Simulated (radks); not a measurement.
**Fractional charge and spin in the 4s shell of iron**

Aim: the energy as the spin-up occupation of 4s runs from 0 to 1 and the spin-down one from 0 to 1, against the two flat planes that join the four corners. Added charge counts from the emptiest corner (up 0, down 0).

Program: radks (a radial shooting solver on a logarithmic mesh, Libxc functionals) version 1. Level of theory: scalar-relativistic Kohn-Sham, PBE, spin-polarised, spherical densities, point nucleus. These are calculated values, not measurements, unless marked.

## Step 1: The system

```
element       : iron (Z = 26)
configuration : [Ar] 3d(up 3, down 3) 4s(up 1, down 1)
```

A shell typed twice in an input gives spin up, then spin down.

## Step 2: 4s: up 1, down 1

The run's settings:

```text
Z 26
configuration [Ar] 3d3 3d3 4s1 4s1
relativity scalar-relativistic
functional pbe,pbe
spin polarised
nucleus point
c 137.035999084
```

## Step 3: 4s: up 1, down 0.75

The run's settings:

```text
Z 26
configuration [Ar] 3d3 3d3 4s1 4s0.75
relativity scalar-relativistic
functional pbe,pbe
spin polarised
nucleus point
c 137.035999084
```

## Step 4: 4s: up 1, down 0.5

The run's settings:

```text
Z 26
configuration [Ar] 3d3 3d3 4s1 4s0.5
relativity scalar-relativistic
functional pbe,pbe
spin polarised
nucleus point
c 137.035999084
```

## Step 5: 4s: up 1, down 0.25

The run's settings:

```text
Z 26
configuration [Ar] 3d3 3d3 4s1 4s0.25
relativity scalar-relativistic
functional pbe,pbe
spin polarised
nucleus point
c 137.035999084
```

## Step 6: 4s: up 1, down 0

The run's settings:

```text
Z 26
configuration [Ar] 3d3 3d3 4s1 4s0
relativity scalar-relativistic
functional pbe,pbe
spin polarised
nucleus point
c 137.035999084
```

## Step 7: 4s: up 0.75, down 0.75

The run's settings:

```text
Z 26
configuration [Ar] 3d3 3d3 4s0.75 4s0.75
relativity scalar-relativistic
functional pbe,pbe
spin polarised
nucleus point
c 137.035999084
```

## Step 8: 4s: up 0.75, down 0.5

The run's settings:

```text
Z 26
configuration [Ar] 3d3 3d3 4s0.75 4s0.5
relativity scalar-relativistic
functional pbe,pbe
spin polarised
nucleus point
c 137.035999084
```

## Step 9: 4s: up 0.75, down 0.25

The run's settings:

```text
Z 26
configuration [Ar] 3d3 3d3 4s0.75 4s0.25
relativity scalar-relativistic
functional pbe,pbe
spin polarised
nucleus point
c 137.035999084
```

## Step 10: 4s: up 0.75, down 0

The run's settings:

```text
Z 26
configuration [Ar] 3d3 3d3 4s0.75 4s0
relativity scalar-relativistic
functional pbe,pbe
spin polarised
nucleus point
c 137.035999084
```

## Step 11: 4s: up 0.5, down 0.5

The run's settings:

```text
Z 26
configuration [Ar] 3d3 3d3 4s0.5 4s0.5
relativity scalar-relativistic
functional pbe,pbe
spin polarised
nucleus point
c 137.035999084
```

## Step 12: 4s: up 0.5, down 0.25

The run's settings:

```text
Z 26
configuration [Ar] 3d3 3d3 4s0.5 4s0.25
relativity scalar-relativistic
functional pbe,pbe
spin polarised
nucleus point
c 137.035999084
```

## Step 13: 4s: up 0.5, down 0

The run's settings:

```text
Z 26
configuration [Ar] 3d3 3d3 4s0.5 4s0
relativity scalar-relativistic
functional pbe,pbe
spin polarised
nucleus point
c 137.035999084
```

## Step 14: 4s: up 0.25, down 0.25

The run's settings:

```text
Z 26
configuration [Ar] 3d3 3d3 4s0.25 4s0.25
relativity scalar-relativistic
functional pbe,pbe
spin polarised
nucleus point
c 137.035999084
```

## Step 15: 4s: up 0.25, down 0

The run's settings:

```text
Z 26
configuration [Ar] 3d3 3d3 4s0.25 4s0
relativity scalar-relativistic
functional pbe,pbe
spin polarised
nucleus point
c 137.035999084
```

## Step 16: 4s: up 0, down 0

The run's settings:

```text
Z 26
configuration [Ar] 3d3 3d3 4s0 4s0
relativity scalar-relativistic
functional pbe,pbe
spin polarised
nucleus point
c 137.035999084
```

Q: Predict the outcome of this session. Wanted: for each run, down \ up; 0; 0.25; 0.5; 0.75; 1.

The runs gave:

| down \ up | 0 | 0.25 | 0.5 | 0.75 | 1 |
| --- | --- | --- | --- | --- | --- |
| 0 | 0.000 | -0.698 | -0.925 | -0.690 | 0.000 |
| 0.25 | -0.698 | -0.851 | -0.548 | 0.202 | -0.610 |
| 0.5 | -0.925 | -0.548 | 0.269 | -0.482 | -0.806 |
| 0.75 | -0.690 | 0.202 | -0.482 | -0.746 | -0.600 |
| 1 | 0.000 | -0.610 | -0.806 | -0.600 | 0.000 |

The table gives the energy in eV minus the planes, whose edge runs along up + down = one added electron; mirror points follow by spin symmetry. With half an added electron in each spin it lies 0.27 eV above the planes. With half an electron added in spin up alone it lies 0.92 eV below them. The planes are only a guide here: the condition holds for ground states with one frontier orbital, and open shells stand beside this one.
